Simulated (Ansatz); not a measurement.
**BBrFH: up Jacob's ladder to CCSD(T)**

How much do the methods differ for BBrFH? The plan is to run it at one geometry with functionals of several rungs and with coupled cluster, and see how far each lands from CCSD(T) at the basis-set limit for the atomisation energy.

Computed with Ansatz 0.2.0, Gaussian basis. Level: functionals in def2-TZVPP, the program's frozen cores in correlated methods.

Levels to be run: LDA (SPW92), PBE-D4, revPBE-D4, BLYP-D4, r2SCAN-D4, B97M-V, PBE0-D4, B3LYP-D4, r2SCANh-D4, r2SCAN0-D4, HSE06-D4, BHLYP-D4, CAM-B3LYP-D4, LC-ωPBE, ωB97X-V, ωB97M-V, B2PLYP, PBE-QIDH; CCSD(T)/def2-SVP; CCSD(T)/def2-TZVPP; CCSD(T)/def2-QZVPP; extrapolation to the limit; RPA on PBE.

## 1. The geometry

The geometry comes from an earlier relaxation with PBE0-D4 in a triple-zeta def2 set; it is a stationary point.

SMILES `FBBr`, 4 atoms, charge 0, spin multiplicity 1.

Atoms are counted from 1 here; the program's logs count them from 0.

Bond lengths: F1–B2 1.309 Å, B2–Br3 1.905 Å, B2–H4 1.190 Å. Angles: F1–B2–Br3 119.0°, F1–B2–H4 120.7°, Br3–B2–H4 120.3°.

## 2. LDA

This LDA is Slater exchange with PW92 correlation.

in.yaml

```yaml
crystal:
  periodic: [false, false, false]
  atoms:
    - {symbol: F, position_ang: [1.121629, -0.276785, -0.774255]}
    - {symbol: B, position_ang: [0.103177, -0.153364, 0.038134]}
    - {symbol: Br, position_ang: [-1.091989, 1.312165, -0.194371]}
    - {symbol: H, position_ang: [-0.077317, -0.942317, 0.910191]}
basis:
  gaussian: {orbitals: def2-TZVPP}
hamiltonian: {xc: lda}
output: {orbitals: {seedname: orbitals}}
```

Run with:

```sh
ansatz run in.yaml --threads 2 --pin off --events-out ev --progress --plain --max-ram 32768MiB --backend cpu
```

The runs that follow: PBE-D4 (GGA); revPBE-D4 (GGA); BLYP-D4 (GGA); r2SCAN-D4 (meta-GGA); B97M-V (meta-GGA); PBE0-D4 (hybrid); B3LYP-D4 (hybrid); r2SCANh-D4 (hybrid); r2SCAN0-D4 (hybrid); HSE06-D4 (hybrid); BHLYP-D4 (hybrid); CAM-B3LYP-D4 (range-separated); LC-ωPBE (range-separated); ωB97X-V (range-separated); ωB97M-V (range-separated); B2PLYP (double hybrid); PBE-QIDH (double hybrid); CCSD(T) in def2-SVP; CCSD(T) in def2-TZVPP; CCSD(T) in def2-QZVPP; RPA on PBE orbitals.

Q: Predict the results of all the runs planned. Wanted: atomisation energy, CCSD(T)/CBS; farthest beyond LDA; mean size of error, GGA; mean size of error, meta-GGA; mean size of error, hybrid; mean size of error, range-separated; mean size of error, double hybrid; gap, smallest and largest; T1 diagnostic.

**Answer**, as computed:

```
                               quantity                                                                                                                                       value
        atomisation energy, CCSD(T)/CBS                                                                                                                               1444.5 kJ/mol
 functionals within 14.4 kJ/mol (1.0 %)  revPBE-D4, BLYP-D4, B97M-V, PBE0-D4, B3LYP-D4, r2SCANh-D4, r2SCAN0-D4, HSE06-D4, CAM-B3LYP-D4, LC-ωPBE, ωB97X-V, ωB97M-V, B2PLYP, PBE-QIDH
                    farthest beyond LDA                                                                                                                     BHLYP-D4 (-52.0 kJ/mol)
                mean size of error, GGA                                                                                                                                 16.1 kJ/mol
           mean size of error, meta-GGA                                                                                                                                 11.9 kJ/mol
             mean size of error, hybrid                                                                                                                                 14.1 kJ/mol
    mean size of error, range-separated                                                                                                                                  3.0 kJ/mol
      mean size of error, double hybrid                                                                                                                                  4.8 kJ/mol
              gap, smallest and largest                                                                                                   5.06 eV (LDA (SPW92)), 12.60 eV (LC-ωPBE)
                          T1 diagnostic                                                                                                                                      0.0108
triples share of the correlation energy                                                                                                                                       3.2 %
```

The LDA atomisation energy is off by 220.6 kJ/mol (15 %): it overbinds. PBE-D4 is off by +36.5 kJ/mol. Double hybrids carry the basis error of their MP2 part in triple zeta, and no dispersion term here, so their miss is partly the set-up's. The rungs range-separated, double hybrid, meta-GGA, hybrid miss on average by less than the doubt on the reference (14.4 kJ/mol), so they tie. The reference freezes the cores and leaves out relativity and excitations past (T), and its outer-core shells are covered unevenly, so misses under about 14.4 kJ/mol can't be ranked. All levels share the lack of spin-orbit coupling, which lowers the free heavy atoms and so the true binding. Hartree-Fock recovers 77 % of the binding; the rest is correlation. CCSD(T) in def2-SVP is off by -63.9 kJ/mol, more than most functionals: a good method in a small basis is no reference. The gap grows from 5.1 to 12.6 eV across the functionals, mostly with the share of exact exchange. Correlated methods include outer-core shells of Br, which these sets cover unevenly.
